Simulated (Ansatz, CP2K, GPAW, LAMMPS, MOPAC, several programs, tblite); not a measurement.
# What cheap methods get right for Li2BrCl

Aim: run Li2BrCl through methods of unlike cost and see what each gets, and at what price.

Method: no spin polarisation, static lattice; gaps from single points on the cell relaxed beforehand with r²SCAN, in LAMMPS, MOPAC, tblite, CP2K, GPAW, Ansatz (versions at each run).

**1. The starting structure**

The structure is trigonal, space group R-3m (No. 166). Conventional cell: a = 3.752 Å, b = 3.752 Å, c = 18.349 Å, α = 90.00°, β = 90.00°, γ = 120.00°. Cl (site symmetry -3m) is surrounded by 6 Li at 2.61 Å. Br (site symmetry -3m) is surrounded by 6 Li at 2.70 Å. Li (site symmetry 3m) has 3 Cl at 2.61 Å and 3 Br at 2.70 Å as nearest neighbours.

Structure file:

```
CELL_PARAMETERS angstrom
1.87607 1.08315 6.11642
-1.87607 1.08315 6.11642
0.00000 -2.16629 6.11642
ATOMIC_POSITIONS crystal
Cl 0.00000 0.00000 0.00000
Br 0.50000 0.50000 0.50000
Li 0.25436 0.25436 0.25436
Li 0.74564 0.74564 0.74564
```

The structure type (ordered alloy on rocksalt lattice) is imposed and need not be the compound's stable one.

**Question.** The methods are ffield.eim, PM6, PM7, GFN1-xTB (tblite), GFN2-xTB (tblite), PBE/DZVP, PBE/single-zeta, PBE/SZV, coarse PBE, GLLB-SC, PBE, r2SCAN. What gap does r2SCAN give on this cell, and which other methods (full PBE left aside) come nearest to r2SCAN and farthest in gap, volume and bulk modulus?

| quantity | value |
| --- | --- |
| r2SCAN | gap 5.91 eV, 18.64 Å³/atom, B₀ 31 GPa |
| gap: nearest and farthest of the other methods | GFN2-xTB (tblite) (-0.58 eV), GFN1-xTB (tblite) (-3.56 eV) |
| volume: nearest and farthest of the other methods | coarse PBE (+1.4 %), GFN2-xTB (tblite) (+6.8 %) |
| bulk modulus: nearest and farthest of the other methods | GFN2-xTB (tblite) (-1 %), ffield.eim (+523 %) |

**Reading.** For the gap, of the 9 methods compared (full PBE left aside), GFN2-xTB (tblite) comes nearest to r2SCAN and GFN1-xTB (tblite) is farthest. For the volume, of the 5 methods compared (full PBE left aside), coarse PBE comes nearest to r2SCAN and GFN2-xTB (tblite) is farthest. For the bulk modulus, of the 5 methods compared (full PBE left aside), GFN2-xTB (tblite) comes nearest to r2SCAN and ffield.eim is farthest. A minimal basis or a coarse cutoff and mesh shifts results by its own error, so closeness to r2SCAN can be chance. Cluster runs see only the k-points that fold onto the zone centre, so their gaps can miss the band edges. GLLB-SC is compared with its derivative discontinuity added. No volume is given for PM6, PM7, PBE/single-zeta, PBE/SZV, which can hide a larger miss. CPU times run from 0.13 s (ffield.eim) to 1.8 min (GLLB-SC). On this cell PBE/DZVP, PBE/SZV, GLLB-SC cost more than r2SCAN itself (13 s), so they are no saving here. r2SCAN is a yardstick, not the truth: it usually gives gaps below the measured ones.
